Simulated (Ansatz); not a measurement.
# C2H9AlSSi2: the cost of one run

Program: Ansatz 0.2.0. Level of theory: RKS PBE0-D4/6-31G. These are calculated values, not measurements.

1 further run of the same task is left out (it didn't finish).

## Step 1: Starting point

Bond lengths (14 of 15 bonds, heavy atoms first): C1–Si2 1.824 Å, Si2–S3 2.150 Å, S3–C4 1.857 Å, C4–Al5 1.922 Å, C4–Si6 1.919 Å, Al5–Si6 2.379 Å, C1–H7 1.071 Å, C1–H8 1.145 Å, C1–H9 1.095 Å, Si2–H10 1.466 Å, Si2–H11 1.488 Å, C4–H12 1.071 Å, Al5–H13 1.592 Å, Si6–H14 1.498 Å. Angles (14 of 28 angles, heavy atoms first): C1–Si2–S3 111.2°, Si2–S3–C4 95.8°, S3–C4–Al5 112.3°, S3–C4–Si6 108.1°, Al5–C4–Si6 76.5°, C4–Al5–Si6 51.7°, C4–Si6–Al5 51.8°, C1–Si2–H10 109.2°, C1–Si2–H11 109.0°, S3–Si2–H10 110.2°, S3–Si2–H11 108.4°, Si2–C1–H7 112.4°, Si2–C1–H8 108.2°, Si2–C1–H9 110.3°.

Structure file:

```xyz
15

C    -1.3529   -1.8265   -0.1915
Si   -0.0717   -1.6828    1.0989
S     0.2769    0.3738    1.6205
C     1.0888    0.8398    0.0165
Al    1.6656    2.6729   -0.0034
Si   -0.2208    1.7086   -1.0850
H    -1.6491   -2.8416   -0.3620
H    -2.2549   -1.1988    0.1286
H    -1.0228   -1.3346   -1.1121
H     1.1674   -2.3005    0.6185
H    -0.5276   -2.4061    2.3173
H     1.7020    0.0987   -0.4537
H     2.6008    3.8925    0.4120
H    -1.4641    2.2508   -0.4493
H     0.0407    1.7029   -2.5260
```

## Step 2: Relaxing end A

Contents of input.yaml:

```yaml
crystal:
  periodic: [false, false, false]
  atoms:
    - { symbol: C, position_ang: [-1.3529, -1.8265, -0.1915] }
    - { symbol: Si, position_ang: [-0.0717, -1.6828, 1.0989] }
    - { symbol: S, position_ang: [0.2769, 0.3738, 1.6205] }
    - { symbol: C, position_ang: [1.0888, 0.8398, 0.0165] }
    - { symbol: Al, position_ang: [1.6656, 2.6729, -0.0034] }
    - { symbol: Si, position_ang: [-0.2208, 1.7086, -1.085] }
    - { symbol: H, position_ang: [-1.6491, -2.8416, -0.362] }
    - { symbol: H, position_ang: [-2.2549, -1.1988, 0.1286] }
    - { symbol: H, position_ang: [-1.0228, -1.3346, -1.1121] }
    - { symbol: H, position_ang: [1.1674, -2.3005, 0.6185] }
    - { symbol: H, position_ang: [-0.5276, -2.4061, 2.3173] }
    - { symbol: H, position_ang: [1.702, 0.0987, -0.4537] }
    - { symbol: H, position_ang: [2.6008, 3.8925, 0.412] }
    - { symbol: H, position_ang: [-1.4641, 2.2508, -0.4493] }
    - { symbol: H, position_ang: [0.0407, 1.7029, -2.526] }
basis:
  gaussian: { orbitals: "6-31G" }
hamiltonian:
  xc: pbe0
  dispersion: d4
relax:
  f_tol: 0.02
  max_steps: 50
output:
  orbitals: {}
```

The run is started by

```
$ ansatz run input.yaml --threads 2 --pin off --max-ram 3072MiB --backend cpu --events-out ev --progress --plain --runs-dir out
```

What time and memory should one allow on 2 threads of Arm Neoverse V1, shared host?

About 2.6 min, with a peak of 0.25 GiB.
